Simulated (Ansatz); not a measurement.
Cd3Se:

```
CELL_PARAMETERS angstrom
-2.04095 2.04095 6.08708
2.04095 -2.04095 6.08708
2.04095 2.04095 -6.08708
ATOMIC_POSITIONS crystal
Cd 0.50000 0.50000 0.00000
Cd 0.25000 0.75000 0.50000
Cd 0.75000 0.25000 0.50000
Se 0.00000 0.00000 0.00000
```

The cell comes from a database or a generator and needn't be the stable form of this composition.

| Item | Value |
| --- | --- |
| Program | Ansatz 0.2.0 |
| Task | relaxation of cell and atoms |
| Functional | PBEsol |
| Potentials or basis | Ansatz PAW |
| Cutoff | 420 eV (not typed: the program's choice for these potentials) |
| k mesh | 9 × 9 × 9 |
| Occupations | fermi-dirac, width 0.05 eV |
| Spin | no spin polarisation |

At the start: volume 25.36 Å³/atom.

Problem. How do energy, volume and symmetry change on relaxing?

Solution. It ends after 5 steps and the volume is 23.10 Å³/atom (-8.9 %); space group I4/mmm (No. 139, to 0.05 Å).

Step by step:
| step | energy change (eV) | largest force (eV/Å) | volume (Å³) |
| --- | --- | --- | --- |
| 1 | 0.0000 | 0.0000 | 101.42 |
| 2 | -0.1090 | 0.0000 | 90.77 |
| 3 | -0.1146 | 0.0000 | 92.83 |
| 4 | -0.1149 | 0.0000 | 92.40 |
| 5 | -0.1131 | 0.0000 | 92.40 |

Final structure:
```cif
data_structure
_symmetry_space_group_name_H-M 'P 1'
_symmetry_Int_Tables_number 1
_cell_length_a 6.5141
_cell_length_b 6.5141
_cell_length_c 6.5141
_cell_angle_alpha 144.571
_cell_angle_beta 144.571
_cell_angle_gamma 50.974
_cell_volume 92.40
loop_
_atom_site_label
_atom_site_type_symbol
_atom_site_fract_x
_atom_site_fract_y
_atom_site_fract_z
_atom_site_occupancy
Cd1 Cd 0.50000 0.50000 0.00000 1
Cd2 Cd 0.25000 0.75000 0.50000 1
Cd3 Cd 0.75000 0.25000 0.50000 1
Se1 Se 0.00000 0.00000 0.00000 1
```

Caveat: the plane-wave basis is chosen anew once the cell has moved, so the energies of steps on either side of that aren't comparable; the PAW data sets come from PBE, with cores solved anew for the run's functional, which leaves a small shift of forces and pressure.
